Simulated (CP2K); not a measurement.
Runs of CP2K 2026.2 on AlSn. The structure is hexagonal, space group P-6m2 (No. 187). The conventional cell has a = 4.198 Å, b = 4.198 Å, c = 3.307 Å, α = 90.00°, β = 90.00°, γ = 120.00°. Around Sn (site symmetry -6m2) lie 6 Al at 2.93 Å and 2 Sn at 3.31 Å. Al (site symmetry -6m2) is surrounded by 6 Sn at 2.93 Å and 2 Al at 3.31 Å. The cell comes from a database or a generator and needn't be the stable form of this composition.

```tsv
task	level	potentials or basis	cell	smearing	EPS_DEFAULT	NGRIDS	points a segment of the path (NPOINTS)	bands added on the path	CUTOFF of the grids	gap on the mesh (eV)	pressure (GPa)
band structure	LDA	GTH_POTENTIALS Sn GTH-PADE-q4, Al GTH-PADE-q3; TZVP-MOLOPT-PBE-GTH basis	as given	fermi-dirac 0.05 eV	1.0E-9	5	10	2	450 Ry	none	-3.3
band structure	r2SCAN	POTENTIAL_UZH Sn GTH-SCAN-q4, Al GTH-SCAN-q3; TZVP-MOLOPT-SCAN-GTH basis	as given	fermi-dirac 0.05 eV	1.0E-10	5	8	2	675 Ry	none	-3.2
single point	PBE	POTENTIAL_UZH Sn GTH-PBE-q4, Al GTH-PBE-q3; TZVP-MOLOPT-PBE-GTH basis	as given	fermi-dirac 0.05 eV	1.0E-10	5	-	-	450 Ry	none	(a)
single point	RPBE	POTENTIAL_UZH Sn GTH-PBE-q4, Al GTH-PBE-q3; TZVP-MOLOPT-PBE-GTH basis	the cell as VASP's run set it	gaussian 0.02 eV	1.0E-10	5	-	-	450 Ry	none	(b)
single point	PBEsol	POTENTIAL_UZH Sn GTH-PBE-q4, Al GTH-PBE-q3; TZVP-MOLOPT-PBE-GTH basis	as given	fermi-dirac 0.05 eV	1.0E-10	5	-	-	450 Ry	none	0.5
single point	PBEsol	POTENTIAL_UZH Sn GTH-PBE-q4, Al GTH-PBE-q3; TZVP-MOLOPT-PBE-GTH basis	the cell as VASP's run set it	gaussian 0.02 eV	1.0E-10	4	-	-	450 Ry	none	0.6
single point	LDA	GTH_POTENTIALS Sn GTH-PADE-q4, Al GTH-PADE-q3; TZVP-MOLOPT-PBE-GTH basis	as given	gaussian 0.02 eV	1.0E-10	4	-	-	450 Ry	none	-3.3
```

Alike in all rows: no spin polarisation; k mesh 7 × 7 × 8.

**Question.** Estimate the missing entries.

**Answer.** (a) 0.9; (b) 1.1.

Caveats: the basis of atomic orbitals isn't converged, which shifts pressures, moduli and gaps; the potentials were made for another functional, which shifts forces and pressure (some runs).

A k mesh can miss the band edges, and the runs leave out spin-orbit coupling on Sn.

A gap of «none» marks a metal or a gap under the smearing width.

Not every run made on this cell is shown here.
